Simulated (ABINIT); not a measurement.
A run of ABINIT 10.8.3 (patched build) is set up as follows.

The input run.abi:

```
# Pseudopotentials
pp_dirpath "./"
pseudos "Ta_sc.hgh, As.hgh"

# Structure
acell 6.3531110788 6.3531110788 6.3531110788 Angstrom
rprim
    -0.2710189293     0.2710189293     0.9236327625
     0.2710189293    -0.2710189293     0.9236327625
     0.2710189293     0.2710189293    -0.9236327625
ntypat 2
znucl 73 33
natom 4
typat 1 1 2 2
xcart
     0.0000000000     0.0000000000    11.0880772109
     3.2537556923     0.0000000000     5.5436760016
     0.0000000000     0.0000000000     1.8325825042
     0.0000000000     3.2537556923     7.3769837135

# Plane-wave basis
ecut 1224.512381 eV

# k points
kptopt 1
ngkpt 8 8 8
nshiftk 1
shiftk 0.0 0.0 0.0

# Exchange and correlation
ixc 7

# Bands and occupations
nband 22
occopt 3
tsmear 0.00183747

# SCF cycle
nstep 100
tolvrs 1.0e-10

# Output
iomode 3
prtwf 0
prteig 0
prtebands 0
enunit 1
prtden 1
prtvha 1
prtvclmb 1
prtpot 1
prtelf 1
```

Potentials or basis: HGH LDA semicore.

Run with:

```console
$ mpirun --bind-to none -np 4 abinit run.abi > log 2>&1
```

Problem. What does it give for the largest force?

Solution. 0.011 eV/Å.

Problem. What does it give for the pressure?

Solution. -8.1 GPa.

Stress tensor (GPa, compression positive):
```
-8.25  0.00  0.00
 0.00 -8.25  0.00
 0.00  0.00 -7.78
```

Caveat: HGH potentials are hard and often keep d shells in the core, so these values are rough. The run has no spin-orbit coupling, so splittings on Ta are missing.
